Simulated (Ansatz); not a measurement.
# C₂H₃BF₂O: one species, many methods

Aim: compute C₂H₃BF₂O with functionals from several rungs and with coupled cluster. The yardstick is the atomisation energy at the CCSD(T) limit.

Computed with Ansatz 0.2.0, Gaussian basis. Level: functionals in def2-TZVPP, the program's frozen cores in correlated methods.

The runs, in order: PBE-D4, r2SCAN-D4, PBE0-D4, B3LYP-D4, ωB97X-V, ωB97M-V, B2PLYP; CCSD(T)/def2-TZVPP; MP2/def2-QZVPP; extrapolation to the limit.

**1. The relaxed structure**

The geometry comes from an earlier relaxation with PBE0-D4 in a triple-zeta def2 set; it is a stationary point, not always the lowest conformer.

9 atoms, charge 0, spin multiplicity 1.

Atoms are counted from 1 here; the program's logs count them from 0.

Bond lengths: F1–B2 1.316 Å, B2–F3 1.320 Å, B2–C4 1.554 Å, C4–C5 1.478 Å, C4–O6 1.432 Å, C4–H7 1.088 Å, C5–O6 1.398 Å, C5–H8 1.087 Å, C5–H9 1.087 Å. Angles: F1–B2–F3 117.6°, F1–B2–C4 121.5°, F3–B2–C4 120.9°, B2–C4–C5 118.9°, B2–C4–O6 116.8°, B2–C4–H7 118.8°, C5–C4–O6 57.4°, C5–C4–H7 116.2°, O6–C4–H7 114.0°, C4–C5–O6 59.6°, C4–C5–H8 119.6°, C4–C5–H9 117.9°, O6–C5–H8 115.6°, O6–C5–H9 115.9°, H8–C5–H9 116.0°, C4–O6–C5 63.0°.

**2. PBE-D4 (GGA)**

in.yaml reads:

```yaml
crystal:
  periodic: [false, false, false]
  atoms:
    - {symbol: F, position_ang: [-0.828951, 1.558008, 1.195916]}
    - {symbol: B, position_ang: [-0.441744, 0.302601, 1.278956]}
    - {symbol: F, position_ang: [-0.843976, -0.393134, 2.325657]}
    - {symbol: C, position_ang: [0.423342, -0.355905, 0.168951]}
    - {symbol: C, position_ang: [0.093968, -0.086415, -1.246756]}
    - {symbol: O, position_ang: [1.201548, 0.523453, -0.650796]}
    - {symbol: H, position_ang: [0.904571, -1.309552, 0.376239]}
    - {symbol: H, position_ang: [-0.734074, 0.575831, -1.488172]}
    - {symbol: H, position_ang: [0.313716, -0.861185, -1.977093]}
basis:
  gaussian: {orbitals: def2-TZVPP}
hamiltonian: {xc: pbe, dispersion: d4}
output: {forces: true, orbitals: {seedname: orbitals}}
```

Launch:

```bash
ansatz run in.yaml --threads 4 --pin off --events-out ev --progress --plain --max-ram 10444MiB
```

The runs that follow: r2SCAN-D4 (meta-GGA); PBE0-D4 (hybrid); B3LYP-D4 (hybrid); ωB97X-V (range-separated); ωB97M-V (range-separated); B2PLYP (double hybrid); CCSD(T) in def2-TZVPP; MP2 in def2-QZVPP.

Q: Predict the results of all the runs planned. Wanted: atomisation energy, CCSD(T)/CBS; farthest; mean size of error, hybrid; mean size of error, range-separated; gap, smallest and largest; T1 diagnostic; triples share of the correlation energy.

As calculated:

| quantity | value |
| --- | --- |
| atomisation energy, CCSD(T)/CBS | 946.1 kcal/mol |
| functionals within 4.7 kcal/mol (0.5 %) | B3LYP-D4, ωB97X-V |
| farthest | PBE-D4 (+37.6 kcal/mol) |
| mean size of error, hybrid | 5.1 kcal/mol |
| mean size of error, range-separated | 5.4 kcal/mol |
| gap, smallest and largest | 5.15 eV (PBE-D4), 12.66 eV (ωB97X-V) |
| T1 diagnostic | 0.0125 |
| triples share of the correlation energy | 3.5 % |

PBE-D4 is off by +37.6 kcal/mol. Double hybrids carry the basis error of their MP2 part in triple zeta, and no dispersion term here, so their miss is partly the set-up's. The reference freezes the cores and leaves out relativity and excitations past (T), so misses under about 4.7 kcal/mol can't be ranked. Hartree-Fock recovers 73 % of the binding; the rest is correlation. The gap grows from 5.1 to 12.7 eV across the functionals, mostly with the share of exact exchange.
